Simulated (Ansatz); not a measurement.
# TiH₂ (singlet): wave-function methods side by side, def2-SVP

Aim: climb from Hartree-Fock through coupled cluster and multireference methods for TiH₂ (singlet) at one geometry and basis, and see what each rung misses.

Program: Ansatz 0.2.0, Gaussian basis. Level of theory: def2-SVP, core rule «outside noble gas», up to 9 orbitals frozen. These are calculated values, not measurements.

To be run: UHF; CCSD(T) on RHF; CCSD(T) on UHF; CISD; CCSDT(Q) on RHF; CCSDT(Q) on UHF; CISDTQ; CCSDTQ on RHF; CASSCF and MRCISD+Q, 6 electrons in 8 orbitals; CASSCF and MRCISD+Q(relaxed), 6 electrons in 8 orbitals; CASSCF and NEVPT2, 6 electrons in 8 orbitals; Full CI.

12 further runs of the same task are left out: 6 for a known fault of the program, 2 that didn't finish, 4 set aside as unsound or not needed.

### Step 1. The system

The geometry is a PBE0/def2-TZVP stationary point (not a proven minimum).

3 atoms, charge 0, spin multiplicity 1.

Atoms are counted from 1 here; the program's logs count them from 0.

Bond lengths: Ti1–H2 1.847 Å, Ti1–H3 1.847 Å. Angles: H2–Ti1–H3 180.0°.

### Step 2. UHF

Contents of in.yaml:

```yaml
crystal:
  periodic: [false, false, false]
  atoms:
    - {symbol: Ti, position_ang: [0.000000, 0.000000, 0.000000]}
    - {symbol: H, position_ang: [0.000000, 0.000000, -1.847400]}
    - {symbol: H, position_ang: [0.000000, 0.000000, 1.847400]}
basis:
  gaussian: {orbitals: def2-SVP}
magnetization: {spin_polarized: true, initial_magnetization: 0}
hamiltonian: {xc: hf}
output: {orbitals: {seedname: orbitals}}
```

Launch:

```console
ansatz run in.yaml --threads 1 --pin off --events-out ev --progress --plain --max-ram 2393MiB
```

After this run come: CCSD(T) on RHF; CCSD(T) on UHF; CISD; CCSDT(Q) on RHF; CCSDT(Q) on UHF; CISDTQ; CCSDTQ on RHF; CASSCF and MRCISD+Q, 6 electrons in 8 orbitals; CASSCF and MRCISD+Q(relaxed), 6 electrons in 8 orbitals; CASSCF and NEVPT2, 6 electrons in 8 orbitals; Full CI.

Before running them: what should the planned runs give, taken together? Wanted: FCI below the RHF energy; RMP2 from FCI; RCCSD from FCI; RCCSD(T) from FCI; RCCSDT(Q) from FCI; T1 diagnostic; effectively unpaired electrons.

The runs gave:

| quantity | value |
| --- | --- |
| FCI below the RHF energy | -2.7639 eV |
| RMP2 from FCI | +25.58 kcal/mol |
| RCCSD from FCI | +4.77 kcal/mol |
| RCCSD(T) from FCI | +2.47 kcal/mol |
| RCCSDT(Q) from FCI | +0.19 kcal/mol |
| levels within 1 kcal/mol (43 meV) | RCCSDT, CISDTQ, RCCSDT(Q), RCCSDTQ |
| T1 diagnostic | 0.012 |
| effectively unpaired electrons | 1.96 |

**Reading.** RCCSD(T) lands +2.47 kcal/mol from the yardstick (3.9 % of the correlation energy). With 2.0 effectively unpaired electrons against 0 the state is strongly multireference. Coupled cluster on one determinant still stays close here. These misses are within one basis, not against nature.
